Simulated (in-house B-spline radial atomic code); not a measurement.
# Ne³⁺: numerical settings, good and bad

Aim: try Ne³⁺ with numerical settings changed, some of them on purpose beyond sense, against a run with standard settings.

Method: Dirac-Coulomb BLYP, spherical fractional occupations, Fermi nucleus, basis-set limit. Code: in-house B-spline radial atomic code version 1.

### 1 Starting point

```
element       : neon (Z = 10)
charge        : +3
electrons     : 7
configuration : [He] 2s2 2p3
Hamiltonian   : Dirac-Coulomb
nucleus       : Fermi, rms radius 3.006 fm
```

Outer shells as boxes (Hund's rule):

[He] 2s2 2p3
```
[He] core
2s [↑↓]
2p [↑ ][↑ ][↑ ]
```

The boxes only draw the filling; these runs are spin-restricted and spherical.

A run counts as converged when the orbital gradient is under the tolerance times 10 hartree (or under the basis's noise floor) and the energy moved by less than 1e-8 hartree times the root of its size. Energy differences under 4e-07 hartree are noise.

Settings of the run:

```ini
Z = 10
electrons = 7.0
configuration = [He] 2s2 2p3
hamiltonian = dirac
method = b88,lyp
spin_polarised = False
nucleus = fermi
rms_radius = 3.0055
mass_number = 20
atomic_mass = 19.99244017525
speed_of_light = 137.035999084
knot_spacing = 0.22
spline_order = 8
gauss_points = 12
box_radius = 16.22
max_iterations = 70
damping = 0.5
damped_steps = 3
diis_vectors = 10
tolerance = 1e-08
start = Thomas-Fermi
```

From the earlier run of the reference: total energy -124.222636 hartree. Levels, eight at most:

```csv
orbital,occupation,energy (eV),<r> (bohr)
1s1/2,2,-915.51,0.1578
2s1/2,2,-103.22,0.7960
2p1/2,1,-80.720,0.7533
2p3/2,2,-80.564,0.7547
```

### 2 Gauss points an interval 6; cap on iterations 60; damping (share of the old matrix) 0

Settings of the run:

```ini
Z = 10
electrons = 7.0
configuration = [He] 2s2 2p3
hamiltonian = dirac
method = b88,lyp
spin_polarised = False
nucleus = fermi
rms_radius = 3.0055
mass_number = 20
atomic_mass = 19.99244017525
speed_of_light = 137.035999084
knot_spacing = 0.22
spline_order = 8
gauss_points = 6
box_radius = 16.22
max_iterations = 60
damping = 0
damped_steps = 3
diis_vectors = 10
tolerance = 1e-08
start = Thomas-Fermi
```

Started as:

```console
$ python run_scf.py task.json out
```

One command runs all members of the session, one after another, from task.json.

### 3 Cap on iterations 8; number of damped steps 0

Changes to the settings of step 2:

```diff
@@ -13,7 +13,7 @@
 spline_order = 8
-gauss_points = 6
+gauss_points = 12
 box_radius = 16.22
-max_iterations = 60
-damping = 0
-damped_steps = 3
+max_iterations = 8
+damping = 0.5
+damped_steps = 0
 diis_vectors = 10
```

### 4 Gauss points an interval 6; cap on iterations 75; starting potential bare nucleus

Changes to the settings of step 3:

```diff
@@ -13,9 +13,9 @@
 spline_order = 8
-gauss_points = 12
+gauss_points = 6
 box_radius = 16.22
-max_iterations = 8
+max_iterations = 75
 damping = 0.5
-damped_steps = 0
+damped_steps = 3
 diis_vectors = 10
 tolerance = 1e-08
-start = Thomas-Fermi
+start = bare nucleus
```

### 5 Box radius 32.44; cap on iterations 50; number of damped steps 30; convergence tolerance 0.01

Changes to the settings of step 4:

```diff
@@ -13,9 +13,9 @@
 spline_order = 8
-gauss_points = 6
-box_radius = 16.22
-max_iterations = 75
+gauss_points = 12
+box_radius = 32.44
+max_iterations = 50
 damping = 0.5
-damped_steps = 3
+damped_steps = 30
 diis_vectors = 10
-tolerance = 1e-08
-start = bare nucleus
+tolerance = 0.01
+start = Thomas-Fermi
```

### 6 Configuration [He] 2s2 2p3 3p-1

In configurations, a minus sign after the shell means j = l − 1/2 and a plus sign j = l + 1/2; the count of electrons follows.

Settings of the run:

```ini
Z = 10
electrons = 8.0
configuration = [He] 2s2 2p3 3p-1
hamiltonian = dirac
method = b88,lyp
spin_polarised = False
nucleus = fermi
rms_radius = 3.0055
mass_number = 20
atomic_mass = 19.99244017525
speed_of_light = 137.035999084
knot_spacing = 0.22
spline_order = 8
gauss_points = 12
box_radius = 16.22
max_iterations = 60
damping = 0.5
damped_steps = 3
diis_vectors = 10
tolerance = 1e-08
start = Thomas-Fermi
```

### 7 Another Hamiltonian or method

Changes to the settings of step 6:

```diff
@@ -1,6 +1,6 @@
 Z = 10
-electrons = 8.0
-configuration = [He] 2s2 2p3 3p-1
+electrons = 7.0
+configuration = [He] 2s2 2p3
 hamiltonian = dirac
-method = b88,lyp
+method = revtpss,revtpss
 spin_polarised = False
@@ -15,3 +15,3 @@
 box_radius = 16.22
-max_iterations = 60
+max_iterations = 70
 damping = 0.5
```

**Question.** Which of these runs converge to the reference energy, which miss it and by about how much, and which fail?

The runs gave:

| run | outcome | iterations | energy less the reference (hartree) |
| --- | --- | --- | --- |
| reference | converged | 9 | 0 |
| Gauss points an interval 6; cap on iterations 60; damping (share of the old matrix) 0 | converged | 9 | below noise |
| cap on iterations 8; number of damped steps 0 | converged | 7 | below noise |
| Gauss points an interval 6; cap on iterations 75; starting potential bare nucleus | converged | 9 | below noise |
| box radius 32.44; cap on iterations 50; number of damped steps 30; convergence tolerance 0.01 | converged | 10 | below noise |
| Configuration [He] 2s2 2p3 3p-1 | converged | 9 | other system or model |
| Another Hamiltonian or method | refused | - | - |

What this shows: Of 6 changed inputs, 4 gave the reference energy within 1e-05 hartree, 1 changed the system or the model and 1 met a refusal.
